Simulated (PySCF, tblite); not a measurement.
# C₃H₁₄BNSi: geometry, infrared bands and NMR shifts

Aim: predict the infrared bands and NMR shifts of C₃H₁₄BNSi (`CCC[B@H-]([NH3+])[SiH3]`).

Programs: tblite 0.8.0 and PySCF 2.14.0, with density-fitted response routines of our own. Each step states its level of theory. These are calculated values for one molecule in the gas phase, unless marked as measured. Atoms are numbered from 0 throughout.

### Step 1. The molecule as given

20 atoms, charge 0, multiplicity 1; geometry from: force field or distance geometry start.

Bonds of the start (Å): C0–C1 1.51, C1–C2 1.50, C2–B3 1.59, B3–N4 1.53, B3–Si5 1.96, C0–H6 1.11, C0–H7 1.12, C0–H8 1.11, C1–H9 1.11, C1–H10 1.10, C2–H11 1.11, C2–H12 1.10, B3–H13 1.19, N4–H14 1.04, N4–H15 1.05, N4–H16 1.03, Si5–H17 1.47, Si5–H18 1.46, Si5–H19 1.46.

### Step 2. Relaxing the molecule with GFN2-xTB

Job settings and geometry (Å):

```
{"job": {"kind": "relax", "xc": "GFN2-xTB", "basis": "xTB"}, "charge": 0, "multiplicity": 1}
C      2.771400     0.406600    -0.299100
C      1.511300     0.312500     0.530400
C      0.447300    -0.292500    -0.340900
B     -0.946000    -0.445100     0.417100
N     -1.788000    -1.481500    -0.333200
Si    -1.976700     1.225500     0.340800
H      3.390500     1.293700    -0.062600
H      2.518200     0.490800    -1.387400
H      3.382800    -0.503700    -0.140000
H      1.686700    -0.411200     1.359100
H      1.211500     1.308600     0.903000
H      0.252500     0.372500    -1.207900
H      0.716300    -1.283500    -0.724900
H     -0.718600    -0.760100     1.541100
H     -2.033600    -2.255500     0.315000
H     -2.646500    -1.032100    -0.729000
H     -1.216600    -1.869800    -1.102800
H     -1.262700     2.145400    -0.563400
H     -1.990900     1.827900     1.672500
H     -3.314000     0.962200    -0.190900
```

Launch:

```console
$ OMP_NUM_THREADS=1 python probes_run.py task.json out
```

One launch serves the whole session: the jobs run in the order shown.

**Question.** This job is followed by: GFN2-xTB harmonic vibrations, gas phase; GIAO PBE0/pcSseg-1 NMR shielding, non-relativistic, gas phase. What will the session give for the following? strongest single infrared mode (GFN2-xTB); zero-point energy (GFN2-xTB); 13C shifts against TMS (PBE0/pcSseg-1); 1H shifts against TMS (PBE0/pcSseg-1, means over atoms taken as alike); 11B shifts against BF3·OEt2 (PBE0/pcSseg-1); 15N shifts against NH3 (PBE0/pcSseg-1); 29Si shifts against TMS (PBE0/pcSseg-1); surface potential, 1st and 99th percentile.

As calculated:

```
                                                              quantity                                               value
                             strongest single infrared mode (GFN2-xTB)                               2039 cm⁻¹, 602 km/mol
                                          zero-point energy (GFN2-xTB)                                      105.4 kcal/mol
                                13C shifts against TMS (PBE0/pcSseg-1)                                32.8, 25.9, 21.5 ppm
1H shifts against TMS (PBE0/pcSseg-1, means over atoms taken as alike)  3.10, 2.95, 2.48, 1.41, 1.28, 1.08, 0.62, 0.21 ppm
                           11B shifts against BF3·OEt2 (PBE0/pcSseg-1)                                           -20.5 ppm
                                15N shifts against NH3 (PBE0/pcSseg-1)                                            51.7 ppm
                               29Si shifts against TMS (PBE0/pcSseg-1)                                          -106.1 ppm
                                 surface potential, 1st and 99th percentile                                  -0.87 V and 2.60 V
```

In words: Over 187 steps the energy fell by 0.847 eV; of the close pairs, B3–N4 changed most, 1.532 to 1.666 Å. No mode is imaginary among the 54: a minimum at this level. The strongest single mode, at 2039 cm⁻¹, moves mainly H19. Unscaled tight-binding wavenumbers are off by several per cent, some by more. Its intensities can rank the bands wrongly. At PBE0/pcSseg-1: The widest tensor belongs to Si5: span 85 ppm, with a paramagnetic part of -426 ppm.
